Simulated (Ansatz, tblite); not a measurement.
# Al9As9 wurtzite hole sphere (Al9As9H24): one state, many levels

Aim: run the singlet of Al9As9 wurtzite hole sphere (Al9As9H24) at one geometry on many levels, and compare frontier levels, spin and run time.

The runs use Ansatz 0.2.0, Gaussian basis; as each input shows.

The runs, in order: GFN1-xTB, GFN2-xTB, PBE-D4/def2-TZVP, r2SCAN-D4/def2-TZVP, PBE-D4/def2-SVP, PBE0-D4/def2-SVP.

1 further run of the same task is left out (set aside as unsound or not needed).

**1. The geometry**

The geometry is that of the singlet, from an earlier relaxation (PBE-D4/def2-SVP).

42 atoms, charge 0, spin multiplicity 1.

Bond lengths: Al1–As2 2.565 Å, Al1–As3 2.513 Å, Al1–H19 1.601 Å, Al1–H20 1.601 Å, As2–Al5 2.507 Å, As2–H21 1.525 Å, As2–H22 1.525 Å, As3–Al4 2.480 Å, As3–Al11 2.480 Å, As3–H23 1.528 Å, Al4–As6 2.520 Å, Al4–As7 2.480 Å, Al4–H24 1.597 Å, Al5–As6 2.487 Å, Al5–As12 2.487 Å, Al5–H25 1.597 Å, As6–Al9 2.488 Å, As6–H26 1.527 Å and more. Angles: As2–Al1–As3 94.8°, As2–Al1–H19 105.6°, As2–Al1–H20 105.5°, As3–Al1–H19 110.9°, As3–Al1–H20 110.8°, H19–Al1–H20 124.6°, Al1–As2–Al5 124.2°, Al1–As2–H21 110.5°, Al1–As2–H22 110.5°, Al5–As2–H21 105.5°, Al5–As2–H22 105.6°, H21–As2–H22 97.0°, Al1–As3–Al4 113.2°, Al1–As3–Al11 113.1°, Al1–As3–H23 105.7°, Al4–As3–Al11 116.1°, Al4–As3–H23 103.6°, Al11–As3–H23 103.6° and more.

PBE0-D4/def2-TZVP was run before; its log isn't repeated, and its numbers join the tables.

**2. GFN1-xTB**

Tight binding, by tblite at 300 K electronic temperature and without a spin-polarisation term:

```python
tblite.interface.Calculator('GFN1-xTB', numbers, positions, charge=0, uhf=0).singlepoint()
```

Energy -1256.2783 eV, HOMO -10.34 eV, LUMO -6.65 eV; 0.28 s.

**3. GFN2-xTB**

Tight binding, by tblite at 300 K electronic temperature and without a spin-polarisation term:

```python
tblite.interface.Calculator('GFN2-xTB', numbers, positions, charge=0, uhf=0).singlepoint()
```

Energy -1177.1467 eV, HOMO -9.79 eV, LUMO -7.21 eV; 0.3 s.

**4. PBE-D4/def2-TZVP**

start.molden holds the orbitals of an earlier run on this state, given as this run's starting guess.

Input file in.yaml:

```yaml
crystal:
  periodic: [false, false, false]
  atoms:
    - {symbol: Al, position_ang: [0.003118, -4.805253, -1.480273]}
    - {symbol: As, position_ang: [-0.005763, -4.540434, 1.071280]}
    - {symbol: As, position_ang: [-0.000211, -2.336437, -1.949455]}
    - {symbol: Al, position_ang: [-2.104805, -1.215652, -1.267484]}
    - {symbol: Al, position_ang: [-0.001144, -2.331620, 2.257038]}
    - {symbol: As, position_ang: [-1.908500, -1.099131, 1.241971]}
    - {symbol: As, position_ang: [-2.022702, 1.166438, -1.952111]}
    - {symbol: Al, position_ang: [-4.161457, 2.400558, -1.485602]}
    - {symbol: Al, position_ang: [-2.019706, 1.170304, 2.254471]}
    - {symbol: As, position_ang: [-3.931584, 2.273986, 1.066294]}
    - {symbol: Al, position_ang: [2.104420, -1.215702, -1.268118]}
    - {symbol: As, position_ang: [1.907492, -1.101557, 1.241406]}
    - {symbol: As, position_ang: [2.022387, 1.166640, -1.952447]}
    - {symbol: Al, position_ang: [-0.000042, 2.429642, -1.270829]}
    - {symbol: Al, position_ang: [2.021507, 1.167572, 2.254142]}
    - {symbol: As, position_ang: [0.001485, 2.205200, 1.238974]}
    - {symbol: Al, position_ang: [4.158761, 2.404920, -1.486016]}
    - {symbol: As, position_ang: [3.937126, 2.264608, 1.065875]}
    - {symbol: H, position_ang: [-1.411060, -5.458177, -1.851549]}
    - {symbol: H, position_ang: [1.423893, -5.450573, -1.839764]}
    - {symbol: H, position_ang: [-1.154317, -5.332411, 1.687512]}
    - {symbol: H, position_ang: [1.129627, -5.344216, 1.696514]}
    - {symbol: H, position_ang: [-0.000688, -2.204278, -3.471887]}
    - {symbol: H, position_ang: [-3.437169, -1.986011, -1.694720]}
    - {symbol: H, position_ang: [-0.000465, -2.433068, 3.851152]}
    - {symbol: H, position_ang: [-3.144218, -1.811131, 1.787228]}
    - {symbol: H, position_ang: [-1.907066, 1.098726, -3.474397]}
    - {symbol: H, position_ang: [-5.431619, 1.495451, -1.848483]}
    - {symbol: H, position_ang: [-4.016133, 3.951899, -1.854864]}
    - {symbol: H, position_ang: [-2.108502, 1.222771, 3.848505]}
    - {symbol: H, position_ang: [-5.194022, 1.686406, 1.688513]}
    - {symbol: H, position_ang: [-4.050406, 3.663427, 1.683923]}
    - {symbol: H, position_ang: [3.437214, -1.985096, -1.695754]}
    - {symbol: H, position_ang: [3.142761, -1.814538, 1.786388]}
    - {symbol: H, position_ang: [1.906871, 1.098747, -3.474733]}
    - {symbol: H, position_ang: [-0.000723, 3.967952, -1.700644]}
    - {symbol: H, position_ang: [2.109943, 1.220561, 3.848172]}
    - {symbol: H, position_ang: [0.002304, 3.631995, 1.782579]}
    - {symbol: H, position_ang: [5.431262, 1.507644, -1.859731]}
    - {symbol: H, position_ang: [4.005480, 3.958092, -1.844472]}
    - {symbol: H, position_ang: [5.196599, 1.662470, 1.680207]}
    - {symbol: H, position_ang: [4.070073, 3.649303, 1.691180]}
basis:
  gaussian: {orbitals: def2-TZVP, fitting: {mean_field: def2-universal-jkfit}, initial_orbitals: start.molden}
hamiltonian: {xc: pbe, dispersion: d4}
scf: {omitted_lower_state_checks: [starts]}
output: {forces: true, orbitals: {seedname: orbitals}}
```

Launch:

```bash
$ ansatz run in.yaml --threads 4 --pin off --events-out ev --progress --plain --max-ram 66560MiB --backend cuda --devices 0, --max-vram 37GiB
```

Output, cut to the lines that bear on the results:

```text
Functional definition: PBE
  name "PBE"
  cite "Perdew, Burke & Ernzerhof, Phys. Rev. Lett. 77, 3865 (1996) doi:10.1103/PhysRevLett.77.3865"
  parent pbe
[...]
3978 factors; integrals over basis functions are off by at most 6.8e-1 eV
[...]
mean field -607234.00390925 eV, -22315.4380456738 hartree, gradient 7.6e-5 eV, S^2 0.000000; 0 other end points of the search recorded, 0 dependent functions left out
[...]
reference -607234.00403573 eV, -22315.4380503219 hartree; 219, 219 occupied and 690, 690 virtual orbitals, 3978 factors
Total energy: -607236.92241352 eV, -22315.5452987278 hartree
Atom 0 at     0.003118    -4.805253    -1.480273 Å, force     0.000458    -0.019136    -0.014568 eV/Å
Atom 1 at    -0.005763    -4.540434     1.071280 Å, force    -0.000418    -0.040791     0.048043 eV/Å
Atom 2 at    -0.000211    -2.336437    -1.949455 Å, force    -0.000163     0.002145    -0.061873 eV/Å
Atom 3 at    -2.104805    -1.215652    -1.267484 Å, force    -0.013632    -0.008002     0.008766 eV/Å
Atom 4 at    -0.001144    -2.331620     2.257038 Å, force    -0.000176     0.006517     0.033014 eV/Å
Atom 5 at    -1.908500    -1.099131     1.241971 Å, force    -0.041457    -0.023575     0.020665 eV/Å
Atom 6 at    -2.022702     1.166438    -1.952111 Å, force     0.002285    -0.001100    -0.062012 eV/Å
Atom 7 at    -4.161457     2.400558    -1.485602 Å, force    -0.016557     0.009333    -0.014358 eV/Å
[...]
Atom 26 at    -1.907066     1.098726    -3.474397 Å, force    -0.008807     0.005116     0.074782 eV/Å
Atom 27 at    -5.431619     1.495451    -1.848483 Å, force     0.044788     0.039129     0.014627 eV/Å
Atom 28 at    -4.016133     3.951899    -1.854864 Å, force    -0.011293    -0.058253     0.014919 eV/Å
Atom 29 at    -2.108502     1.222771     3.848505 Å, force     0.004180    -0.002526    -0.067020 eV/Å
Atom 30 at    -5.194022     1.686406     1.688513 Å, force     0.060984     0.034305    -0.029280 eV/Å
Atom 31 at    -4.050406     3.663427     1.683923 Å, force     0.000748    -0.069925    -0.028904 eV/Å
Atom 32 at     3.437214    -1.985096    -1.695754 Å, force    -0.041100     0.023608     0.018169 eV/Å
Atom 33 at     3.142761    -1.814538     1.786388 Å, force    -0.057443     0.033217    -0.031423 eV/Å
Atom 34 at     1.906871     1.098747    -3.474733 Å, force     0.008834     0.005045     0.074758 eV/Å
Atom 35 at    -0.000723     3.967952    -1.700644 Å, force     0.000141    -0.047346     0.018288 eV/Å
Atom 36 at     2.109943     1.220561     3.848172 Å, force    -0.004131    -0.002465    -0.066932 eV/Å
Atom 37 at     0.002304     3.631995     1.782579 Å, force    -0.000144    -0.066689    -0.031618 eV/Å
Atom 38 at     5.431262     1.507644    -1.859731 Å, force    -0.044744     0.038746     0.015315 eV/Å
Atom 39 at     4.005480     3.958092    -1.844472 Å, force     0.011565    -0.058502     0.014169 eV/Å
Atom 40 at     5.196599     1.662470     1.680207 Å, force    -0.061406     0.035034    -0.028794 eV/Å
Atom 41 at     4.070073     3.649303     1.691180 Å, force    -0.001033    -0.069389    -0.029384 eV/Å
Dipole moment:    -0.000124    -0.000579     0.685541 e Å
Checks for a lower state left out: starts
```

Wall time 11 s (1 × H100 (card shared with other runs) with 4 threads of AMD EPYC 7R13, shared host).

From the report: HOMO -6.17 eV, LUMO -2.41 eV.

**5. r2SCAN-D4/def2-TZVP**

in.yaml, as its differences from that of step 4:

```diff
@@ -47,3 +47,3 @@
   gaussian: {orbitals: def2-TZVP, fitting: {mean_field: def2-universal-jkfit}, initial_orbitals: start.molden}
-hamiltonian: {xc: pbe, dispersion: d4}
+hamiltonian: {xc: r2scan, dispersion: d4}
 scf: {omitted_lower_state_checks: [starts]}
```

The command is unchanged.

Output, cut to the lines that bear on the results:

```text
Functional definition: r2SCAN
  name "r2SCAN"
  cite "Furness, Kaplan, Ning, Perdew & Sun, J. Phys. Chem. Lett. 11, 8208 (2020) doi:10.1021/acs.jpclett.0c02405"
  cite "Furness, Kaplan, Ning, Perdew & Sun, J. Phys. Chem. Lett. 11, 9248 (2020) doi:10.1021/acs.jpclett.0c03077"
  parent r2scan
[...]
3978 factors; integrals over basis functions are off by at most 6.8e-1 eV
[...]
mean field -607343.28307235 eV, -22319.4539808460 hartree, gradient 1.9e-5 eV, S^2 0.000000; 0 other end points of the search recorded, 0 dependent functions left out
[...]
reference -607343.28310965 eV, -22319.4539822165 hartree; 219, 219 occupied and 690, 690 virtual orbitals, 3978 factors
Total energy: -607344.09347101 eV, -22319.4837624474 hartree
Atom 0 at     0.003118    -4.805253    -1.480273 Å, force     0.000553    -0.028787    -0.009499 eV/Å
[...]
Atom 33 at     3.142761    -1.814538     1.786388 Å, force    -0.244622     0.141258    -0.115735 eV/Å
Atom 34 at     1.906871     1.098747    -3.474733 Å, force     0.027084     0.015737     0.305891 eV/Å
Atom 35 at    -0.000723     3.967952    -1.700644 Å, force     0.000179    -0.174555     0.050100 eV/Å
Atom 36 at     2.109943     1.220561     3.848172 Å, force    -0.008746    -0.005332    -0.197933 eV/Å
Atom 37 at     0.002304     3.631995     1.782579 Å, force    -0.000270    -0.282917    -0.115695 eV/Å
Atom 38 at     5.431262     1.507644    -1.859731 Å, force    -0.145089     0.120771     0.037772 eV/Å
Atom 39 at     4.005480     3.958092    -1.844472 Å, force     0.033486    -0.186417     0.035310 eV/Å
Atom 40 at     5.196599     1.662470     1.680207 Å, force    -0.261266     0.126784    -0.130639 eV/Å
Atom 41 at     4.070073     3.649303     1.691180 Å, force    -0.025339    -0.287295    -0.133083 eV/Å
Dipole moment:    -0.000132    -0.000614     0.716518 e Å
Checks for a lower state left out: starts
```

Wall time 15 s (1 × H100 (card shared with other runs) with 4 threads of AMD EPYC 7R13, shared host).

From the report: HOMO -6.43 eV, LUMO -2.28 eV.

**6. PBE-D4/def2-SVP**

in.yaml, as its differences from that of step 5:

```diff
@@ -46,5 +46,5 @@
 basis:
-  gaussian: {orbitals: def2-TZVP, fitting: {mean_field: def2-universal-jkfit}, initial_orbitals: start.molden}
-hamiltonian: {xc: r2scan, dispersion: d4}
+  gaussian: {orbitals: def2-SVP, fitting: {mean_field: def2-universal-jkfit}, initial_orbitals: start.molden}
+hamiltonian: {xc: pbe, dispersion: d4}
 scf: {omitted_lower_state_checks: [starts]}
-output: {forces: true, orbitals: {seedname: orbitals}}
+output: {orbitals: {seedname: orbitals}}
```

Same command.

Output:

```text
Functional definition: PBE
  name "PBE"
  cite "Perdew, Burke & Ernzerhof, Phys. Rev. Lett. 77, 3865 (1996) doi:10.1103/PhysRevLett.77.3865"
  parent pbe
  parameter kappa = 0.804
  parameter beta = 0.06672455060314922
  exchange = pbe_x(kappa = kappa, mu = beta*pi^2/3)
  correlation = pbe_c(beta = beta)
these checks for a lower state are left out or cut short: starts
3978 factors; integrals over basis functions are off by at most 3.7e-1 eV
mean field evaluation 1: about -607144.8280 eV, gradient 2.2e1 eV
mean field evaluation 2: about -607145.5041 eV, gradient 7.2e-1 eV
mean field evaluation 4: about -607145.5049 eV, gradient 4.5e-2 eV
mean field -607145.50490892 eV, -22312.1857673985 hartree, gradient 4.5e-5 eV, S^2 0.000000; 0 other end points of the search recorded, 0 dependent functions left out
reference -607145.50500999 eV, -22312.1857711129 hartree; 219, 219 occupied and 351, 351 virtual orbitals, 3978 factors
Total energy: -607148.42338779 eV, -22312.2930195189 hartree
Checks for a lower state left out: starts
```

It took 11 s on 1 × H100 (card shared with other runs) with 4 threads of AMD EPYC 7R13, shared host.

From the report: HOMO -6.15 eV, LUMO -2.32 eV.

**7. PBE0-D4/def2-SVP**

in.yaml, as its differences from that of step 6:

```diff
@@ -47,3 +47,3 @@
   gaussian: {orbitals: def2-SVP, fitting: {mean_field: def2-universal-jkfit}, initial_orbitals: start.molden}
-hamiltonian: {xc: pbe, dispersion: d4}
+hamiltonian: {xc: pbe0, dispersion: d4}
 scf: {omitted_lower_state_checks: [starts]}
```

The command is unchanged.

Output:

```text
Functional definition: PBE0
  name "PBE0"
  cite "Adamo & Barone, J. Chem. Phys. 110, 6158 (1999) doi:10.1063/1.478522"
  cite "Perdew, Burke & Ernzerhof, Phys. Rev. Lett. 77, 3865 (1996) doi:10.1103/PhysRevLett.77.3865"
  parent pbe
  parameter a = 0.25
  parameter kappa = 0.804
  parameter beta = 0.06672455060314922
  exchange = (1 - a)*pbe_x(kappa = kappa, mu = beta*pi^2/3) + a*exact_x
  correlation = pbe_c(beta = beta)
these checks for a lower state are left out or cut short: starts
3978 factors; integrals over basis functions are off by at most 3.7e-1 eV
mean field evaluation 1: about -607168.9743 eV, gradient 9.6e0 eV
mean field evaluation 2: about -607169.0772 eV, gradient 1.2e-1 eV
mean field evaluation 4: about -607169.0734 eV, gradient 1.2e-4 eV
mean field -607169.07344798 eV, -22313.0518952337 hartree, gradient 1.3e-5 eV, S^2 0.000000; 0 other end points of the search recorded, 0 dependent functions left out
reference -607169.07352300 eV, -22313.0518979905 hartree; 219, 219 occupied and 351, 351 virtual orbitals, 3978 factors
Total energy: -607171.73608622 eV, -22313.1497453842 hartree
Checks for a lower state left out: starts
```

Run time: 13 s. Hardware: 1 × H100 (card shared with other runs) with 4 threads of AMD EPYC 7R13, shared host.

Report: HOMO -7.16 eV, LUMO -1.64 eV.

**8. Levels side by side**

```csv
level,functions,HOMO (eV),LUMO (eV),gap (eV),time
PBE-D4/def2-SVP,570,-6.15,-2.32,3.83,11 s
PBE-D4/def2-TZVP,909,-6.17,-2.41,3.76,11 s
r2SCAN-D4/def2-TZVP,909,-6.43,-2.28,4.15,15 s
PBE0-D4/def2-SVP,570,-7.16,-1.64,5.52,13 s
PBE0-D4/def2-TZVP,909,-7.15,-1.72,5.43,16 s
```

**9. Binding energy**

Free atoms were run apart at each level; binding is atoms less cluster, divided by the number of atoms, without zero-point or spin-orbit terms.

```csv
level,binding an atom (eV)
PBE-D4/def2-SVP,2.784
PBE-D4/def2-TZVP,2.769
r2SCAN-D4/def2-TZVP,2.796
PBE0-D4/def2-SVP,2.776
PBE0-D4/def2-TZVP,2.763
```

**10. Outcome**

| quantity | value |
| --- | --- |
| gap in def2-TZVP, named functionals, smallest and largest | 3.76 eV (PBE-D4), 5.43 eV (PBE0-D4) |
| binding an atom, functionals in def2-TZVP | 2.76 (PBE0-D4) to 2.80 eV (r2SCAN-D4) |
| PBE0 total energy, smallest basis above largest | 87.92 eV (def2-SVP, def2-TZVP) |

Over the named functionals in def2-TZVP the gap runs from 3.76 eV (PBE-D4) to 5.43 eV (PBE0-D4); exact exchange widens it.

The slowest run with a step of its own, r2SCAN-D4/def2-TZVP, took 15 s; the quickest functional in def2-TZVP took 11 s (shared host).
